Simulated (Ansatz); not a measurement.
# ClF3H2Si: the cost of one run

All numbers below are computed with Ansatz 0.2.0 (RHF/def2-SVP).

### Step 1. Starting point

Bond lengths: Si1–F2 1.940 Å, Si1–F3 1.590 Å, Si1–H4 1.459 Å, Si1–F5 1.589 Å, Si1–Cl6 2.430 Å, Cl6–H7 1.572 Å. Angles: F2–Si1–F3 109.5°, F2–Si1–H4 109.5°, F2–Si1–F5 109.5°, F2–Si1–Cl6 71.6°, F3–Si1–H4 109.5°, F3–Si1–F5 109.5°, F3–Si1–Cl6 178.9°, H4–Si1–F5 109.5°, H4–Si1–Cl6 70.0°, F5–Si1–Cl6 70.0°, Si1–Cl6–H7 61.9°.

As a file:

```xyz
7

Si    0.0000    0.0000    0.0000
F     0.0000    0.0000    1.9400
F     1.4994    0.0000   -0.5295
H    -0.6877    1.1914   -0.4862
F    -0.7489   -1.2974   -0.5295
Cl   -2.3060    0.0000    0.7662
H    -1.1666    0.0000    1.8490
```

### Step 2. Pulling towards end A

Springs on the bonds that form and break draw the guess towards this end; the thresholds are loose.

The input, input.yaml:

```yaml
crystal:
  periodic: [false, false, false]
  atoms:
    - { symbol: Si, position_ang: [0.0, 0.0, 0.0] }
    - { symbol: F, position_ang: [0.0, 0.0, 1.94] }
    - { symbol: F, position_ang: [1.4994, 0.0, -0.5295] }
    - { symbol: H, position_ang: [-0.6877, 1.1914, -0.4862] }
    - { symbol: F, position_ang: [-0.7489, -1.2974, -0.5295] }
    - { symbol: Cl, position_ang: [-2.306, 0.0, 0.7662] }
    - { symbol: H, position_ang: [-1.1666, 0.0, 1.849] }
basis:
  gaussian: { orbitals: def2-SVP }
hamiltonian:
  xc: hf
relax:
  f_tol: 0.15
  max_steps: 25
  restrain:
    - { distance: [0, 5], at: 3.33, k: 30.0 }
    - { distance: [6, 1], at: 2.12, k: 30.0 }
    - { distance: [0, 1], at: 1.59, k: 30.0 }
    - { distance: [6, 5], at: 1.37, k: 30.0 }
```

The run is started by

```bash
ansatz run input.yaml --threads 1 --pin off --max-ram 2048MiB --backend cpu --events-out ev --progress --plain --runs-dir out
```

Q: Estimate wall time and peak memory on 1 thread of Arm Neoverse V1, shared host.

About 14 s, with a peak of 0.16 GiB.
